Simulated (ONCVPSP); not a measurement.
# Fluorine: generating and testing an ONCV potential

Aim: build the potential from the settings below, then test how well it stands in for the atom: other configurations, scattering, ghost states and the plane-wave cutoff that it needs.

Method: ONCVPSP 4.0.1, PBEsol, non-relativistic.

### Step 1. The design

Typed settings, in words:

```
element                 : fluorine (F, Z = 9)
type                    : optimised norm-conserving Vanderbilt (ONCV)
frozen core             : [He]
valence charge          : 7
reference configuration : 2s1.5 2p5.5
partial waves           : 2s: rc 0.60 bohr, ncon 5, nbas 8, qcut 11.5 1/bohr, local; 2p: rc 1.65 bohr, ncon 4, nbas 8, qcut 8.3 1/bohr, 2 projectors, debl 1 Ha; d scattering state at 0.29 Ha: rc 1.70 bohr, ncon 5, nbas 9, qcut 4.7 1/bohr, 1 projector
local potential         : the s channel
core correction         : Teter function fitted to the true core (icmod 2), fcfact 0.6
```

### Step 2. Generating the potential

F.dat reads:

```
# ATOM AND REFERENCE CONFIGURATION
# atsym  z   nc   nv     iexc    psfile
  F 9.00    1    2  -116133      upf
#
#   n    l    f
    1    0    2.00
    2    0    1.50
    2    1    5.50
#
# PSEUDOPOTENTIAL AND OPTIMIZATION
# lmax
    2
#
#   l,   rc,      ep,       ncon, nbas, qcut
    0    0.60    0.00    5    8   11.50
    1    1.65    0.00    4    8    8.30
    2    1.70    0.29    5    9    4.70
#
# LOCAL POTENTIAL
# lloc, lpopt,  rc(5),   dvloc0
    0    5    0.60    0.00
#
# VANDERBILT-KLEINMAN-BYLANDER PROJECTORs
# l, nproj, debl
    0    0    2.30
    1    2    1.00
    2    1    3.40
#
# MODEL CORE CHARGE
# icmod, fcfact, rcfact
    2    0.60    1.05
#
# LOG DERIVATIVE ANALYSIS
# epsh1, epsh2, depsh
   -3.00    5.00    0.02
#
# OUTPUT GRID
# rlmax, drl
    6.00    0.01
#
# TEST CONFIGURATIONS
# ncnf
    4
# nvcnf
#   n    l    f
    2
    2    0    2.00
    2    1    5.00
#
    2
    2    0    2.00
    2    1    4.00
#
    2
    2    0    2.00
    2    1    3.00
#
    2
    2    0    2.00
    2    1    1.00
#
```

Started as:

```console
oncvpspnr.x < F.dat > F.out
```

**Question.** What will these runs give? Wanted: cutoffs for 1 and 0.1 mHa per electron, occupied waves; bound ghosts; GHOST(+) flags; largest test error; largest phase difference near zero energy, channels read; rms error of d²Exc/dn², without and with the model core.

As calculated:

| quantity | value |
| --- | --- |
| cutoffs for 1 and 0.1 mHa per electron, occupied waves | 331 Ha and 443 Ha |
| bound ghosts | none found |
| GHOST(+) flags | none at low energy |
| largest test error (AE − PS) | +5742 meV, for 2s2 2p1 |
| largest phase difference near zero energy, channels read | 0.002 rad |
| rms error of d²Exc/dn², without and with the model core | 1.35 and 1.39 mHa |

By total energies transferability is poor: the largest error is 5742 meV on 194.4 eV, for 2s2 2p1. That test lies far up in energy; among those under 40 eV, nearer to bonding, the largest error is 159 meV. By its cutoff, 331 Ha for the looser tolerance, it is very hard. At the looser tolerance the 2s wave is the slowest; 2p needs 26 Ha. It is free of bound ghosts as far as tested. Near zero energy the phases of the channels with partial waves agree within 0.002 rad. All of this concerns the isolated atom, not yet a solid.
